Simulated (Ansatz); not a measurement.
# C₃H₆Ge: a ladder of functionals and wavefunction methods

How much do the methods differ for C₃H₆Ge? The plan is to run it at one geometry with functionals of several rungs and with coupled cluster. The yardstick is the atomisation energy at the CCSD(T) limit.

Method: functionals in def2-TZVPP, the program's frozen cores in correlated methods; program: Ansatz 0.2.0, Gaussian basis.

The runs, in order: PBE-D4, r2SCAN-D4, PBE0-D4, B3LYP-D4, ωB97X-V, ωB97M-V, B2PLYP; CCSD(T)/def2-TZVPP; MP2/def2-QZVPP; extrapolation to the limit.

### 1 Structure used throughout

All runs share one geometry, relaxed beforehand with PBE0-D4 in a triple-zeta def2 set.

SMILES `C[C]1=[CH][GeH2]1`, 10 atoms, charge 0, spin multiplicity 1.

Atoms are counted from 1 here; the program's logs count them from 0.

Bond lengths: C1–C2 1.477 Å, C1–H5 1.093 Å, C1–H6 1.093 Å, C1–H7 1.094 Å, C2–C3 1.322 Å, C2–Ge4 1.919 Å, C3–Ge4 1.907 Å, C3–H8 1.085 Å, Ge4–H9 1.532 Å, Ge4–H10 1.532 Å. Angles: C2–C1–H5 110.5°, C2–C1–H6 110.5°, C2–C1–H7 111.5°, H5–C1–H6 106.8°, H5–C1–H7 108.7°, H6–C1–H7 108.7°, C1–C2–C3 139.4°, C1–C2–Ge4 151.3°, C3–C2–Ge4 69.3°, C2–C3–Ge4 70.3°, C2–C3–H8 136.9°, Ge4–C3–H8 152.8°, C2–Ge4–C3 40.4°, C2–Ge4–H9 120.7°, C2–Ge4–H10 120.7°, C3–Ge4–H9 120.3°, C3–Ge4–H10 120.3°, H9–Ge4–H10 114.6°.

### 2 PBE-D4 (GGA)

The input, in.yaml:

```yaml
crystal:
  periodic: [false, false, false]
  atoms:
    - {symbol: C, position_ang: [-0.999926, 0.782087, -0.965654]}
    - {symbol: C, position_ang: [-0.112437, -0.040212, -0.118069]}
    - {symbol: C, position_ang: [0.153228, -1.313413, 0.117260]}
    - {symbol: Ge, position_ang: [1.259487, -0.212087, 1.212930]}
    - {symbol: H, position_ang: [-0.412084, 1.448351, -1.602514]}
    - {symbol: H, position_ang: [-1.637929, 1.418688, -0.346908]}
    - {symbol: H, position_ang: [-1.636411, 0.159505, -1.601546]}
    - {symbol: H, position_ang: [-0.196961, -2.275419, -0.240857]}
    - {symbol: H, position_ang: [0.934438, -0.025971, 2.698418]}
    - {symbol: H, position_ang: [2.731598, 0.007372, 0.850038]}
basis:
  gaussian: {orbitals: def2-TZVPP}
hamiltonian: {xc: pbe, dispersion: d4}
output: {forces: true, orbitals: {seedname: orbitals}}
```

The run is started by

```console
$ ansatz run in.yaml --threads 4 --pin off --events-out ev --progress --plain --max-ram 10444MiB
```

The runs that follow: r2SCAN-D4 (meta-GGA); PBE0-D4 (hybrid); B3LYP-D4 (hybrid); ωB97X-V (range-separated); ωB97M-V (range-separated); B2PLYP (double hybrid); CCSD(T) in def2-TZVPP; MP2 in def2-QZVPP.

Before running them: what should the planned runs give, taken together? Wanted: atomisation energy, CCSD(T)/CBS; farthest; mean size of error, hybrid; mean size of error, range-separated; gap, smallest and largest; T1 diagnostic; triples share of the correlation energy.

As calculated:

```
                               quantity                                           value
        atomisation energy, CCSD(T)/CBS                                   3675.8 kJ/mol
 functionals within 36.8 kJ/mol (1.0 %)  r2SCAN-D4, PBE0-D4, B3LYP-D4, ωB97X-V, ωB97M-V
                               farthest                           PBE-D4 (+75.4 kJ/mol)
             mean size of error, hybrid                                     17.2 kJ/mol
    mean size of error, range-separated                                      4.8 kJ/mol
              gap, smallest and largest            4.89 eV (PBE-D4), 11.34 eV (ωB97X-V)
                          T1 diagnostic                                          0.0119
triples share of the correlation energy                                           4.4 %
```

In words: PBE-D4 is off by +75.4 kJ/mol. Double hybrids carry the basis error of their MP2 part in triple zeta, and no dispersion term here, so their miss is partly the set-up's. Misses under about 36.8 kJ/mol are within the doubt on the reference itself, which lacks core-valence correlation, relativity and higher excitations, and its outer-core shells are covered unevenly. Hartree-Fock recovers 73 % of the binding; the rest is correlation. The gap grows from 4.9 to 11.3 eV across the functionals, mostly with the share of exact exchange. Correlated methods include outer-core shells of Ge, which these sets cover unevenly.
